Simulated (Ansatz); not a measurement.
Runs of Ansatz 0.2.0 on HPbNO4. The typed cell holds 7 atoms: a = 3.857 Å, b = 4.338 Å, c = 5.984 Å, α = 81.87°, β = 83.26°, γ = 87.68°. The cell was built by a generator and needn't be a form met in nature.

```tsv
task	level	spin	cell	k mesh	cutoff (eV)	points for each segment of the path	temperature	mesh quality	gap on the mesh (eV)	pressure (GPa)	relaxed volume (Å³/atom)	largest force (eV/Å)
band structure	LDA	off	as given	7 × 6 × 5	420	10	-	not flagged	0.35	-6.5	-	(c)
single point	r2SCAN0	off	as given	3 × 3 × 2	500	-	-	coarse	1.46	-9.2	-	1.77
band structure	PBE	SOC, no magnetisation	as given	5 × 5 × 4	420	10	-	not flagged	0.24	-0.2	-	(a)
relaxation of cell and atoms	PBE+D4	off	relaxed	5 × 5 × 4	420	-	-	not flagged	0.33	0.0	12.79	0.01
band structure	r2SCAN	off	as given	7 × 6 × 5	500	10	-	not flagged	0.41	-4.2	-	0.58
relaxation of cell and atoms	PBE+D3(BJ)-ATM	off	relaxed	5 × 5 × 4	420	-	-	not flagged	(d)	0.0	13.02	0.01
band structure	revPBE	off	as given	7 × 6 × 5	420	10	-	not flagged	0.36	(b)	-	0.22
```

Alike in all rows: potentials or basis Ansatz PAW; smearing fermi-dirac 0.05 eV.

Estimate the missing entries.

(a) 0.05; (b) 2.1; (c) 1.02; (d) 0.26.

Caveats: some runs use coarse meshes; spin-orbit coupling is left out, which as a rule narrows the gap of such compounds by several tenths of an eV (some runs); the PAW data sets come from PBE, with cores solved anew for the run's functional, which leaves a small shift of forces and pressure (some runs); the k mesh misses the band edges, so the gap on the mesh is wider than the one along the path (some runs); odd divisions of the mesh miss points on the zone boundary, where band edges often lie, so the gap on the mesh can be too wide (some runs); forces of over 1 eV/Å show positions far from the minimum, so gaps and moduli don't describe the material at rest (some runs); the plane-wave basis is chosen anew once the cell has moved, so the energies of steps on either side of that aren't comparable (some runs); the thresholds are loose for stress (some runs).

A k mesh can miss the band edges, and rows without SOC leave out spin-orbit coupling on Pb.
